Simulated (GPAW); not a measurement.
The system is NiMoIrPdW.

```xyz
5
Lattice="2.7608 0.0000 0.0000 -1.3804 2.3909 0.0000 0.0000 0.0000 11.3405" Properties=species:S:1:pos:R:3 pbc="T T T"
Ni    0.0000    0.0000    8.0423
Mo    1.3804    0.7970    3.3369
Pd    1.3804    0.7970   10.1952
Ir    0.0000    0.0000    1.2025
W     1.3804    0.7970    6.0015
```

The cell was built by a generator and needn't be a form met in nature.

Program: GPAW 26.7.0. Alike in all runs: task band structure; spin collinear, ferromagnetic start; cell as given; k mesh 8 × 8 × 2; cutoff (eV) 600; smearing fermi-dirac 0.05 eV.

Q: Order these runs on this cell by their pressure, lowest first.
A. level BLYP; potentials or basis PAW data sets generated in the run's folder for this functional, pw; eigensolver davidson
B. level revPBE; potentials or basis the program's PAW data sets (release 1.2.1) made for this functional, pw
C. level AM05; potentials or basis PAW data sets generated in the run's folder for this functional, pw
D. level LDA; potentials or basis the program's PAW data sets (release 1.2.1) made for this functional, pw
E. level PW91; potentials or basis PAW data sets generated in the run's folder for this functional, pw

A: D (-14.6 GPa), C (-10.1 GPa), E (0.0 GPa), B (3.0 GPa), A (10.0 GPa).

Caveats: the stock nickel data set gives pressures a few GPa off other programs.

Runs at the PBE level aren't shown here.
